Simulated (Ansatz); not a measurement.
The system is Al.

```
CELL_PARAMETERS angstrom
4.49160 0.00000 0.00000
-2.24580 3.88984 0.00000
0.00000 0.00000 2.72260
ATOMIC_POSITIONS crystal
Al 0.33333 0.66667 0.00000
Al 0.66667 0.33333 0.00000
```

The cell was built by a generator and needn't be a form met in nature.

| Property | Result |
| --- | --- |
| Program | Ansatz 0.2.0 |
| Task | relaxation of cell and atoms |
| Functional | HSE03 |
| Potentials or basis | Ansatz PAW |
| Cutoff | 420 eV (not typed: the program's choice for these potentials) |
| k mesh | 4 × 4 × 5 |
| Occupations | fermi-dirac, width 0.05 eV |
| Spin | no spin polarisation |

At the start: volume 23.78 Å³/atom.

Problem. How do energy, volume and symmetry change on relaxing?

Solution. It ends after 5 steps and the volume is 24.79 Å³/atom (+4.2 %); space group P6/mmm (No. 191, to 0.05 Å).

Step by step:
```csv
step,energy change (eV),largest force (eV/Å),volume (Å³)
1,0.0000,0.0000,47.57
2,-0.0346,0.0000,49.61
3,-0.0363,0.0000,49.68
4,-0.0366,0.0000,49.59
5,-0.0373,0.0000,49.59
```

Final structure:
```
Al
1.0
     4.48850    0.00000    0.00000
    -2.24425    3.88716    0.00000
     0.00000    0.00000    2.84196
Al
2
Direct
  0.33333 0.66667 0.00000
  0.66667 0.33333 0.00000
```

Caveat: the k mesh is coarse (spacing up to 0.46 Å⁻¹), so the values aren't converged, least of all with exact exchange; the plane-wave basis is chosen anew once the cell has moved, so the energies of steps on either side of that aren't comparable; the PAW data sets come from PBE, with cores solved anew for the run's functional, which leaves a small shift of forces and pressure.
